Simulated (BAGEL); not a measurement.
# C4H12Si (tetramethylsilane): a chain of runs

We compute the energy (HF/6-31G*), then a single-point energy (NEVPT2(2,2)/6-31G*) of C4H12Si (tetramethylsilane). 

Program for the calculation: BAGEL 1.2.2.

## Step 1: The system as given

C4H12Si: 17 atoms, total charge 0, spin state singlet. SMILES: `C[Si](C)(C)C`. The Si2–C4 distance was set to 2.532 Å, away from the relaxed value.

Bond lengths: C1–Si2 1.876 Å, Si2–C3 1.876 Å, Si2–C5 1.876 Å, C1–H6 1.093 Å, C1–H7 1.093 Å, C1–H8 1.093 Å, C3–H9 1.093 Å, C3–H10 1.093 Å, C3–H11 1.093 Å, C4–H12 1.093 Å, C4–H13 1.093 Å, C4–H14 1.093 Å, C5–H15 1.093 Å, C5–H16 1.093 Å, C5–H17 1.093 Å. Some angles: C1–Si2–C3 109.5°, C1–Si2–C5 109.5°, C3–Si2–C5 109.5°, Si2–C1–H6 111.2°, Si2–C1–H7 111.2°, Si2–C1–H8 111.2°, Si2–C3–H9 111.2°, Si2–C3–H10 111.2°, Si2–C3–H11 111.2°, Si2–C5–H15 111.2°. A long bond or contact: Si2–C4 2.532 Å.

## Step 2: A single-point energy at HF/6-31G(d) (density fitting with svp-jkfit, spherical functions) (run 1)

job.json reads:

```json
{ "bagel": [

{
  "title": "molecule",
  "basis": "6-31gs.json",
  "df_basis": "svp-jkfit",
  "angstrom": true,
  "geometry": [
    { "atom": "C", "xyz": [      -0.414374,       1.506073,      -1.526606 ] },
    { "atom": "Si", "xyz": [      -0.045144,       0.647423,       0.099764 ] },
    { "atom": "C", "xyz": [       1.576736,       1.288023,       0.791044 ] },
    { "atom": "C", "xyz": [       0.128820,      -1.849550,      -0.284830 ] },
    { "atom": "C", "xyz": [      -1.426504,       0.997653,       1.319574 ] },
    { "atom": "H", "xyz": [      -0.494564,       2.588323,      -1.392536 ] },
    { "atom": "H", "xyz": [      -1.356654,       1.152973,      -1.954516 ] },
    { "atom": "H", "xyz": [       0.374926,       1.319103,      -2.259916 ] },
    { "atom": "H", "xyz": [       1.820616,       0.802703,       1.740084 ] },
    { "atom": "H", "xyz": [       1.531356,       2.365733,       0.970334 ] },
    { "atom": "H", "xyz": [       2.402486,       1.100163,       0.099294 ] },
    { "atom": "H", "xyz": [       0.343320,      -2.378710,       0.647710 ] },
    { "atom": "H", "xyz": [       0.928170,      -2.085290,      -0.992750 ] },
    { "atom": "H", "xyz": [      -0.803640,      -2.252680,      -0.689400 ] },
    { "atom": "H", "xyz": [      -2.386914,       0.634533,       0.943504 ] },
    { "atom": "H", "xyz": [      -1.238804,       0.509143,       2.279674 ] },
    { "atom": "H", "xyz": [      -1.526154,       2.070523,       1.505874 ] }
  ]
},

{ "title": "hf" },

{ "title": "print", "file": "orbitals.molden", "orbitals": true }

]}
```

The basis set 6-31G* is read from a file made from the Basis Set Exchange's data (not shown).

Run with:

```
$ BAGEL_NUM_THREADS=1 BAGEL job.json > job.out
```

What it wrote:

```text
* using 1 threads per process

  ===============================================================
  ===============================================================

  *** Geometry ***

  { "atom" : "C", "xyz" : [     -0.783053,      2.846065,     -2.884867 ] },
  { "atom" : "Si", "xyz" : [     -0.085310,      1.223452,      0.188527 ] },
  { "atom" : "C", "xyz" : [      2.979599,      2.434011,      1.494857 ] },
  { "atom" : "C", "xyz" : [      0.243435,     -3.495143,     -0.538251 ] },
  { "atom" : "C", "xyz" : [     -2.695702,      1.885291,      2.493633 ] },
  { "atom" : "H", "xyz" : [     -0.934591,      4.891222,     -2.631512 ] },
  { "atom" : "H", "xyz" : [     -2.563705,      2.178803,     -3.693500 ] },
  { "atom" : "H", "xyz" : [      0.708507,      2.492743,     -4.270622 ] },
  { "atom" : "H", "xyz" : [      3.440466,      1.516889,      3.288282 ] },
  { "atom" : "H", "xyz" : [      2.893843,      4.470587,      1.833666 ] },
  { "atom" : "H", "xyz" : [      4.540041,      2.079007,      0.187638 ] },
  { "atom" : "H", "xyz" : [      0.648781,     -4.495110,      1.223995 ] },
  { "atom" : "H", "xyz" : [      1.753987,     -3.940627,     -1.876026 ] },
  { "atom" : "H", "xyz" : [     -1.518660,     -4.256948,     -1.302777 ] },
  { "atom" : "H", "xyz" : [     -4.510614,      1.199094,      1.782964 ] },
  { "atom" : "H", "xyz" : [     -2.341000,      0.962141,      4.307960 ] },
  { "atom" : "H", "xyz" : [     -2.884013,      3.912721,      2.845689 ] },

  Number of auxiliary basis functions:      644

  Since a DF basis is specified, we compute 2- and 3-index integrals:
    o Being stored without compression. Storage requirement is 0.049 GB

  Number of basis functions:       98
  Number of electrons      :       50

    * METHOD: MOLECULE                             0.52

  *** RHF ***

  === Nuclear Repulsion ===
   232.9982076124

      * DIIS with orbital gradients will be used.

  === RHF iteration (6-31gs.json) ===
      0       -447.15826977          0.01418578           0.13
      1       -447.31802030          0.00536257           0.13
      2       -447.34276703          0.00132382           0.13
      3       -447.34474354          0.00029707           0.14
      4       -447.34483222          0.00007416           0.15
      5       -447.34484616          0.00002071           0.14
      6       -447.34484727          0.00000556           0.13
      7       -447.34484735          0.00000107           0.13
      8       -447.34484735          0.00000023           0.13
      9       -447.34484735          0.00000006           0.13
     10       -447.34484735          0.00000002           0.13
     11       -447.34484735          0.00000001           0.13
    * SCF iteration converged.

    * Permanent dipole moment:
           (    0.035642,    -0.510945,    -0.078751) a.u.

    * METHOD: HF                                   1.89

    * METHOD: PRINT                                0.03

  ===============================================================
```

It took 2.6 s on 1 thread of Arm Neoverse V1, shared host; peak memory 0.19 GiB.

## Step 3: The energy at NEVPT2(2,2)/6-31G(d) (density fitting with svp-jkfit, spherical functions) (run 2)

input.json reads:

```json
{ "bagel": [

{
  "title": "molecule",
  "basis": "6-31gs.json",
  "df_basis": "svp-jkfit",
  "angstrom": true,
  "geometry": [
    { "atom": "C", "xyz": [   -0.414374,    1.506073,   -1.526606 ] },
    { "atom": "Si", "xyz": [   -0.045144,    0.647423,    0.099764 ] },
    { "atom": "C", "xyz": [    1.576736,    1.288023,    0.791044 ] },
    { "atom": "C", "xyz": [    0.128820,   -1.849550,   -0.284830 ] },
    { "atom": "C", "xyz": [   -1.426504,    0.997653,    1.319574 ] },
    { "atom": "H", "xyz": [   -0.494564,    2.588323,   -1.392536 ] },
    { "atom": "H", "xyz": [   -1.356654,    1.152973,   -1.954516 ] },
    { "atom": "H", "xyz": [    0.374926,    1.319103,   -2.259916 ] },
    { "atom": "H", "xyz": [    1.820616,    0.802703,    1.740084 ] },
    { "atom": "H", "xyz": [    1.531356,    2.365733,    0.970334 ] },
    { "atom": "H", "xyz": [    2.402486,    1.100163,    0.099294 ] },
    { "atom": "H", "xyz": [    0.343320,   -2.378710,    0.647710 ] },
    { "atom": "H", "xyz": [    0.928170,   -2.085290,   -0.992750 ] },
    { "atom": "H", "xyz": [   -0.803640,   -2.252680,   -0.689400 ] },
    { "atom": "H", "xyz": [   -2.386914,    0.634533,    0.943504 ] },
    { "atom": "H", "xyz": [   -1.238804,    0.509143,    2.279674 ] },
    { "atom": "H", "xyz": [   -1.526154,    2.070523,    1.505874 ] }
  ]
},
{ "title": "hf" },
{ "title": "casscf", "nstate": 1, "nact": 2, "nclosed": 24, "active": [25, 26], "maxiter": 200, "natocc": true },
{ "title": "nevpt2", "nstate": 1, "nact": 2, "nclosed": 24, "active": [25, 26], "maxiter": 200, "natocc": true, "ncore": 9 },
{ "title": "print", "file": "orbitals.molden", "orbitals": true }

]}
```

The basis set 6-31G* is read from a file made from the Basis Set Exchange's data (not shown).

Run with:

```
$ BAGEL_NUM_THREADS=1 BAGEL input.json > input.out
```

What it wrote:

```text
* using 1 threads per process

  ===============================================================
  ===============================================================

  *** Geometry ***

  { "atom" : "C", "xyz" : [     -0.783053,      2.846065,     -2.884867 ] },
  { "atom" : "Si", "xyz" : [     -0.085310,      1.223452,      0.188527 ] },
  { "atom" : "C", "xyz" : [      2.979599,      2.434011,      1.494857 ] },
  { "atom" : "C", "xyz" : [      0.243435,     -3.495143,     -0.538251 ] },
  { "atom" : "C", "xyz" : [     -2.695702,      1.885291,      2.493633 ] },
  { "atom" : "H", "xyz" : [     -0.934591,      4.891222,     -2.631512 ] },
  { "atom" : "H", "xyz" : [     -2.563705,      2.178803,     -3.693500 ] },
  { "atom" : "H", "xyz" : [      0.708507,      2.492743,     -4.270622 ] },
  { "atom" : "H", "xyz" : [      3.440466,      1.516889,      3.288282 ] },
  { "atom" : "H", "xyz" : [      2.893843,      4.470587,      1.833666 ] },
  { "atom" : "H", "xyz" : [      4.540041,      2.079007,      0.187638 ] },
  { "atom" : "H", "xyz" : [      0.648781,     -4.495110,      1.223995 ] },
  { "atom" : "H", "xyz" : [      1.753987,     -3.940627,     -1.876026 ] },
  { "atom" : "H", "xyz" : [     -1.518660,     -4.256948,     -1.302777 ] },
  { "atom" : "H", "xyz" : [     -4.510614,      1.199094,      1.782964 ] },
  { "atom" : "H", "xyz" : [     -2.341000,      0.962141,      4.307960 ] },
  { "atom" : "H", "xyz" : [     -2.884013,      3.912721,      2.845689 ] },

  Number of auxiliary basis functions:      644

  Since a DF basis is specified, we compute 2- and 3-index integrals:
    o Being stored without compression. Storage requirement is 0.049 GB

  Number of basis functions:       98
  Number of electrons      :       50

    * METHOD: MOLECULE                             0.52

  *** RHF ***

  === Nuclear Repulsion ===
   232.9982076124

      * DIIS with orbital gradients will be used.

  === RHF iteration (6-31gs.json) ===
      0       -447.15826977          0.01418578           0.13
      1       -447.31802030          0.00536257           0.13
      2       -447.34276703          0.00132382           0.13
      3       -447.34474354          0.00029707           0.13
      4       -447.34483222          0.00007416           0.13
      5       -447.34484616          0.00002071           0.13
      6       -447.34484727          0.00000556           0.13
      7       -447.34484735          0.00000107           0.13
      8       -447.34484735          0.00000023           0.13
      9       -447.34484735          0.00000006           0.13
     10       -447.34484735          0.00000002           0.13
     11       -447.34484735          0.00000001           0.13
    * SCF iteration converged.

    * Permanent dipole moment:
           (    0.035642,    -0.510945,    -0.078751) a.u.

    * METHOD: HF                                   1.86

  ---------------------------
      CASSCF calculation
  ---------------------------

    ==== Active orbitals : =====
         Orbital 25
         Orbital 26
    ============================

    * nstate   :      1
    * nclosed  :     24
    * nact     :      2
    * nvirt    :     72
  === CASSCF iteration (6-31gs.json) ===

    * Using the second-order algorithm

      0  0      -447.35404102     1.19e-03      0.04

      1  0      -447.36704260     9.09e-04      0.60

      2  0      -447.37073737     3.17e-04      0.58

      3  0      -447.37093978     1.28e-04      0.59

      4  0      -447.37095039     4.87e-05      0.62

      5  0      -447.37095131     1.73e-05      0.63

      6  0      -447.37095141     5.95e-06      0.62

      7  0      -447.37095142     2.02e-06      0.63

      8  0      -447.37095142     6.82e-07      0.62

      9  0      -447.37095142     2.30e-07      0.59

     10  0      -447.37095142     7.74e-08      0.60

     11  0      -447.37095142     2.61e-08      0.57

     12  0      -447.37095142     8.77e-09      0.52

    * Second-order optimization converged. *

     guess   0:   closed 1.                   open ..

  === FCI iteration ===

      0  0      -447.34381814     6.93e-02      0.00
      1  0      -447.37092277     1.87e-03      0.00
      2  0 *    -447.37095142     6.68e-16      0.00

     * ci vector, state   0, <S^2> = 0.0000
       2.     0.9813658772
       .2    -0.1921484192

    * METHOD: CASSCF                               7.54

    * freezing 9 orbitals

  === DF-NEVPT2 calculation ===

    * 3-index integral transformation done
    * assembly done

      NEVPT2 correlation energy:   -0.5834910288      0.35

          (+0)     -0.5151375105
          (+0)'    -0.0206723190
          (+1)     -0.0113161241
          (+1)'    -0.0000000000
          (+2)     -0.0003968955
          (-1)     -0.0324561286
          (-1)'     0.0000000000
          (-2)     -0.0035120510

      NEVPT2 total energy:       -447.9544424472

    * METHOD: NEVPT2                               0.61

    * METHOD: PRINT                                0.02

  ===============================================================
```

It took 11 s on 1 thread of Arm Neoverse V1, shared host; peak memory 0.19 GiB.

## Step 4: What came out

| quantity | value |
| --- | --- |
| run 1, HF/6-31G*: total energy | -447.34485 Eh |
| run 1, HF/6-31G*: dipole moment | 1.32 D |
| run 1, HF/6-31G*: HOMO energy | -9.20 eV |
| run 1, HF/6-31G*: LUMO energy | 4.56 eV |
| run 1, HF/6-31G*: HOMO–LUMO gap | 13.75 eV |
| run 2, NEVPT2(2,2)/6-31G*: total energy | -447.95444 Eh |
